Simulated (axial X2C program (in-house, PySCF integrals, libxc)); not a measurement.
**A two-component session on CoP⁻: properties at the nuclei**

Wanted for CoP⁻: properties at the nuclei, at the two-component level.

Computed with an in-house X2C program for linear molecules on PySCF integrals. Level: two-component X2C with atomic mean-field terms, Co dyall-acv3z, P dyall-av3z.

All values are calculated.

### Step 1. Input

Contents of task.json:

```json
{"zs": [27, 15], "q": -1, "bas": ["dyall-acv3z", "dyall-av3z"], "r0": 2.05, "levels": ["PBE0", "HF", "B3LYP", "BP86", "PBE"], "nst": 3}
```

Keys: zs atomic numbers; q charge; bas basis sets; r0 starting distance in Å; levels methods (HF also brings MP2); nst determinants followed.

Run with:

```sh
$ python soeom.py task.json out
```

The runs that follow: Expectation values, lowest determinant; Expectation values, a higher determinant; Expectation values, a higher determinant.

**Question.** What will these runs give? Wanted: lowest determinant; Eeff magnitude; Ws magnitude Co; A∥/gI Co; qzz Co; higher determinant (for each run or level that gives them).

The runs gave:

| quantity | value |
| --- | --- |
| lowest determinant | Ω = 7/2 (excess of +ω over −ω: ω = -1/2, ω = 3/2, ω = 5/2) |
| Eeff magnitude (GV/cm), PBE0 | 0.00773 |
| Ws magnitude Co (kHz), PBE0 | 0.0173 |
| A∥/gI Co (MHz), PBE0 | 403 |
| qzz Co (a.u.), PBE0 | -0.03 |
| higher determinant | Ω = 1/2 (excess of +ω over −ω: ω = 1/2) |
| Eeff magnitude (GV/cm), PBE0, higher determinant | 0.00579 |
| Ws magnitude Co (kHz), PBE0, higher determinant | 0.133 |
| A∥/gI Co (MHz), PBE0, higher determinant | 1870 |
| qzz Co (a.u.), PBE0, higher determinant | -0.05 |
| higher determinant | Ω = 9/2 (excess of +ω over −ω: ω = 1/2, ω = 3/2, ω = 5/2) |
| Eeff magnitude (GV/cm), PBE0, higher determinant | 0.308 |
| Ws magnitude Co (kHz), PBE0, higher determinant | 0.0183 |
| A∥/gI Co (MHz), PBE0, higher determinant | 367 |
| qzz Co (a.u.), PBE0, higher determinant | -0.09 |

In the first state, the effective field runs from 0.00773 to 0.88 GV/cm over the mean-field levels, so the levels don't agree on it. The expectation values come from single determinants, which for open shells can mix terms of unlike spin or miss the lowest Ω, so a determinant need not be a state. Eeff is the effective electric field on the electron dipole moment in this Ω state and Ws the scalar–pseudoscalar constant (defined with the proton number Z and per Ω); A∥ is the parallel hyperfine constant, which follows by multiplying with the nuclear g factor gI = μI/(I μN); qzz is the electric field gradient, eQq0 = 234.96 MHz × Q/barn × qzz. The operators were transformed with the bare-nucleus X2C matrices.
